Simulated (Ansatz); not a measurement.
# C₁₈H₁₄S₂: structure and electronic state

What does C₁₈H₁₄S₂ look like as a singlet, and where do its frontier electrons sit?

The runs use Ansatz 0.2.0, Gaussian basis; RKS PBE0-D4/def2-TZVP.

Levels to be run: relaxation at PBE-D4/def2-SVP; a single point at PBE0-D4/def2-TZVP.

### 1 Starting geometry

SMILES `Sc1ccc(-c2ccc(-c3ccc(S)cc3)cc2)cc1`, 34 atoms, charge 0, spin multiplicity 1.

Atoms are counted from 1 here; the program's logs count them from 0.

Bond lengths: S1–C2 1.768 Å, S1–H21 1.332 Å, C2–C3 1.390 Å, C2–C20 1.388 Å, C3–C4 1.379 Å, C3–H22 1.080 Å, C4–C5 1.394 Å, C4–H23 1.080 Å, C5–C6 1.468 Å, C5–C19 1.393 Å, C6–C7 1.394 Å, C6–C18 1.394 Å, C7–C8 1.380 Å, C7–H24 1.080 Å, C8–C9 1.394 Å, C8–H25 1.080 Å, C9–C10 1.468 Å, C9–C17 1.394 Å and more. Angles: C2–S1–H21 96.1°, S1–C2–C3 118.4°, S1–C2–C20 121.8°, C3–C2–C20 119.8°, C2–C3–C4 120.0°, C2–C3–H22 119.4°, C4–C3–H22 120.6°, C3–C4–C5 120.9°, C3–C4–H23 119.4°, C5–C4–H23 119.6°, C4–C5–C6 121.0°, C4–C5–C19 118.3°, C6–C5–C19 120.7°, C5–C6–C7 120.9°, C5–C6–C18 120.9°, C7–C6–C18 118.3°, C6–C7–C8 120.8°, C6–C7–H24 119.6° and more.

The start is a GFN2-xTB geometry.

### 2 Relaxation at PBE-D4/def2-SVP

in.yaml

```yaml
crystal:
  periodic: [false, false, false]
  atoms:
    - {symbol: S, position_ang: [7.424390, -0.287640, -0.123780]}
    - {symbol: C, position_ang: [5.659610, -0.201400, -0.064530]}
    - {symbol: C, position_ang: [4.931770, -1.346160, -0.366640]}
    - {symbol: C, position_ang: [3.553110, -1.313490, -0.340680]}
    - {symbol: C, position_ang: [2.870350, -0.145440, -0.003150]}
    - {symbol: C, position_ang: [1.402570, -0.108720, 0.023530]}
    - {symbol: C, position_ang: [0.652640, -0.758440, -0.955190]}
    - {symbol: C, position_ang: [-0.726130, -0.707410, -0.939730]}
    - {symbol: C, position_ang: [-1.405780, -0.016190, 0.061580]}
    - {symbol: C, position_ang: [-2.873010, 0.041380, 0.072920]}
    - {symbol: C, position_ang: [-3.587840, 0.207530, -1.111820]}
    - {symbol: C, position_ang: [-4.966920, 0.273920, -1.109920]}
    - {symbol: C, position_ang: [-5.660490, 0.167100, 0.087940]}
    - {symbol: S, position_ang: [-7.425640, 0.244960, 0.152430]}
    - {symbol: C, position_ang: [-4.963000, -0.005960, 1.277580]}
    - {symbol: C, position_ang: [-3.585010, -0.063530, 1.267120]}
    - {symbol: C, position_ang: [-0.656230, 0.621470, 1.048500]}
    - {symbol: C, position_ang: [0.722870, 0.582710, 1.024850]}
    - {symbol: C, position_ang: [3.615730, 0.991180, 0.303780]}
    - {symbol: C, position_ang: [4.995690, 0.970560, 0.270960]}
    - {symbol: H, position_ang: [7.640310, 0.982020, 0.217180]}
    - {symbol: H, position_ang: [5.454820, -2.255800, -0.620730]}
    - {symbol: H, position_ang: [2.996770, -2.211050, -0.565860]}
    - {symbol: H, position_ang: [1.157880, -1.292610, -1.746810]}
    - {symbol: H, position_ang: [-1.287470, -1.228130, -1.701920]}
    - {symbol: H, position_ang: [-3.055480, 0.309610, -2.046000]}
    - {symbol: H, position_ang: [-5.501910, 0.414390, -2.038850]}
    - {symbol: H, position_ang: [-7.607040, 0.414840, -1.156580]}
    - {symbol: H, position_ang: [-5.509440, -0.093270, 2.204470]}
    - {symbol: H, position_ang: [-3.052860, -0.213700, 2.194740]}
    - {symbol: H, position_ang: [-1.161520, 1.170970, 1.829530]}
    - {symbol: H, position_ang: [1.283200, 1.078110, 1.804450]}
    - {symbol: H, position_ang: [3.108390, 1.913130, 0.545650]}
    - {symbol: H, position_ang: [5.555660, 1.865070, 0.505000]}
basis:
  gaussian: {orbitals: def2-SVP}
hamiltonian: {xc: pbe, dispersion: d4}
scf: {lower_state_search: "off"}
output: {orbitals: {seedname: orbitals}}
relax: {f_tol: 0.03, max_steps: 70}
```

The run is started by

```bash
> ansatz run in.yaml --threads 2 --pin off --events-out ev --progress --plain --max-ram 32768MiB --backend cuda --devices 0, --max-vram 18GiB
```

Further steps of the session: Single point, PBE0-D4/def2-TZVP.

Q: Predict the results of all the runs planned. Wanted: point group; commonest bond, hydrogen aside; HOMO, LUMO at PBE0-D4/def2-TZVP; dipole at PBE-D4/def2-SVP.

As calculated:

| quantity | value |
| --- | --- |
| point group | C2 |
| commonest bond, hydrogen aside | C–C, 20 of mean length 1.415 Å |
| HOMO, LUMO at PBE0-D4/def2-TZVP | -5.87, -1.48 eV |
| dipole at PBE-D4/def2-SVP | 0.92 D |

In words: The molecule keeps its bonding pattern by the stored test; the atoms moved 0.17 Å (rms). No usable vibrations, so a minimum isn't proven. The HOMO lies nearest to S1, S14 about 11 % each; 6 C atoms about 6 % each and the LUMO to C6, C9 about 12 % each; C2, C13 about 8 % each. The point group is read from a loosely relaxed geometry; soft torsions can leave it below the true symmetry.
